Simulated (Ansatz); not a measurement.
# In2WSe3: the cost of one run

Method: DFT PBE, scalar-relativistic, plane waves, PAW, in Ansatz 0.2.0.

1 further run of the same task is left out (it didn't finish).

## (1) The system as given

Symmetry: P4/mmm, No. 123, tetragonal system. Conventional cell: a = 4.142 Å, b = 4.142 Å, c = 10.002 Å, α = 90.00°, β = 90.00°, γ = 90.00°. Around In (site symmetry mmm) lie 2 W at 2.07 Å and 2 Se at 2.07 Å. Around W (site symmetry 4/mmm) lie 4 In at 2.07 Å. Se (site symmetry 4mm) has 1 Se at 3.07 Å in its first shell of neighbours. Se (site symmetry 4/mmm) has 4 In at 2.07 Å in its first shell of neighbours.

Structure file:

```cif
data_structure
_symmetry_space_group_name_H-M 'P4/mmm'
_symmetry_Int_Tables_number 123
_cell_length_a 4.1422
_cell_length_b 4.1422
_cell_length_c 10.0017
_cell_angle_alpha 90.000
_cell_angle_beta 90.000
_cell_angle_gamma 90.000
_cell_volume 171.60
loop_
_atom_site_label
_atom_site_type_symbol
_atom_site_symmetry_multiplicity
_atom_site_Wyckoff_symbol
_atom_site_fract_x
_atom_site_fract_y
_atom_site_fract_z
_atom_site_occupancy
In1 In 2 f 0.50000 0.00000 0.00000 1
W1 W 1 c 0.50000 0.50000 0.00000 1
Se1 Se 2 g 0.00000 0.00000 0.69279 1
Se2 Se 1 a 0.00000 0.00000 0.00000 1
```

The cell is invented: random cell by space group and Wyckoff sites (P4/mmm, No. 123). Lengths come from tabulated atomic sizes and are only a guess.

## (2) A first look at the guess

Input file input.yaml:

```yaml
crystal:
  lattice:
    - [4.14216553, 0.0, 0.0]
    - [0.0, 4.14216553, 0.0]
    - [0.0, 0.0, 10.00166037]
  atoms:
    - { symbol: In, position: [0.5, 0.0, 0.0] }
    - { symbol: In, position: [0.0, 0.5, 0.0] }
    - { symbol: W, position: [0.5, 0.5, 0.0] }
    - { symbol: Se, position: [0.0, 0.0, 0.69278757] }
    - { symbol: Se, position: [0.0, 0.0, 0.30721243] }
    - { symbol: Se, position: [0.0, 0.0, 0.0] }
basis:
  ecutwfc: 420
kpoints:
  mp_grid: { grid: [4, 4, 2] }
hamiltonian:
  xc: pbe
scf:
  occupations: { method: gaussian, width: 0.1 }
  lower_state_search: "off"
output:
  forces: true
  stress: true
  eigenvalues: true
```

Launch:

```bash
$ ansatz run input.yaml --threads 1 --pin off --max-ram 2560MiB --backend cpu --events-out ev --progress --plain --runs-dir out
```

Q: Estimate wall time and peak memory on 1 thread of AMD EPYC 7B13 (Zen 3), shared host.

About 6.4 s, with a peak of 0.53 GiB.
